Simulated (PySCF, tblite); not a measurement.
**C₇H₁₃FO: geometry, infrared bands and NMR shifts**

Wanted: the infrared bands and NMR shifts of C₇H₁₃FO (`CCCC(C)(C)C(=O)F`), by calculation.

The runs use tblite 0.8.0 and PySCF 2.14.0, with density-fitted response routines of our own; the level of theory stands in each step. All values are computed, except where a source is named. Atoms count from 0, in the outputs and in this text.

**1. The starting structure**

22 atoms, charge 0, multiplicity 1; geometry from: force field or distance geometry start.

Bonds of the start (Å): C0–C1 1.54, C1–C2 1.53, C2–C3 1.56, C3–C4 1.53, C3–C5 1.54, C3–C6 1.51, C6–O7 1.21, C6–F8 1.34, C0–H9 1.09, C0–H10 1.09, C0–H11 1.08, C1–H12 1.08, C1–H13 1.09, C2–H14 1.11, C2–H15 1.10, C4–H16 1.10, C4–H17 1.10, C4–H18 1.09, C5–H19 1.08, C5–H20 1.09, C5–H21 1.10.

**2. Relaxing the molecule with GFN2-xTB**

The job: settings as JSON, then the geometry in Å.

```
{"job": {"kind": "relax", "xc": "GFN2-xTB", "basis": "xTB"}, "charge": 0, "multiplicity": 1}
C      2.927500     0.293200     0.099500
C      1.527700     0.176400    -0.525000
C      0.467500    -0.008000     0.568300
C     -0.995300    -0.044900     0.026100
C     -1.193700    -1.178400    -0.982300
C     -1.956400    -0.270600     1.214400
C     -1.356000     1.294400    -0.583000
O     -1.977300     1.465200    -1.610200
F     -0.990100     2.392800     0.092900
H      3.166800    -0.597400     0.686700
H      2.975300     1.164700     0.759800
H      3.668900     0.410900    -0.682700
H      1.324700     1.068400    -1.103200
H      1.535500    -0.686300    -1.199200
H      0.550500     0.825000     1.290800
H      0.667500    -0.927200     1.131900
H     -0.640200    -0.981300    -1.913300
H     -2.249700    -1.282400    -1.267900
H     -0.862000    -2.137400    -0.582200
H     -2.992000    -0.262500     0.893900
H     -1.762700    -1.221800     1.716400
H     -1.846900     0.526400     1.967300
```

Run with:

```sh
$ OMP_NUM_THREADS=1 python probes_run.py task.json out
```

One launch serves the whole session: the jobs run in the order shown.

**Question.** This job is followed by: GFN2-xTB harmonic vibrations, gas phase; GIAO PBE0/pcSseg-1 NMR shielding, non-relativistic, gas phase. Predict these results of the whole session: strongest single infrared mode (GFN2-xTB); zero-point energy (GFN2-xTB); ¹³C shifts against TMS (PBE0/pcSseg-1, means over atoms taken as alike); ¹H shifts against TMS (PBE0/pcSseg-1, means over atoms taken as alike); ¹⁷O shifts against H2O (PBE0/pcSseg-1); ¹⁹F shifts against CFCl3 (PBE0/pcSseg-1).

As calculated:

```
                                                               quantity                                    value
                              strongest single infrared mode (GFN2-xTB)                    1864 cm⁻¹, 416 km/mol
                                           zero-point energy (GFN2-xTB)                           117.9 kcal/mol
¹³C shifts against TMS (PBE0/pcSseg-1, means over atoms taken as alike)  177.5, 46.6, 44.8, 27.0, 23.5, 16.8 ppm
 ¹H shifts against TMS (PBE0/pcSseg-1, means over atoms taken as alike)               1.53, 1.30, 1.30, 1.04 ppm
                                 ¹⁷O shifts against H2O (PBE0/pcSseg-1)                                457.3 ppm
                               ¹⁹F shifts against CFCl3 (PBE0/pcSseg-1)                                 25.1 ppm
```

In words: Over 50 steps the energy fell by 0.134 eV; of the close pairs, C6–O7 changed most, 1.213 to 1.180 Å. All 60 modes are real, so the xTB geometry is a minimum. The strongest single mode, at 1864 cm⁻¹, moves mainly C6 and O7. Unscaled tight-binding wavenumbers are off by several per cent, some by more. Its intensities can rank the bands wrongly. At PBE0/pcSseg-1: Shielding is most anisotropic at O7 (span 669 ppm, paramagnetic term -523 ppm).
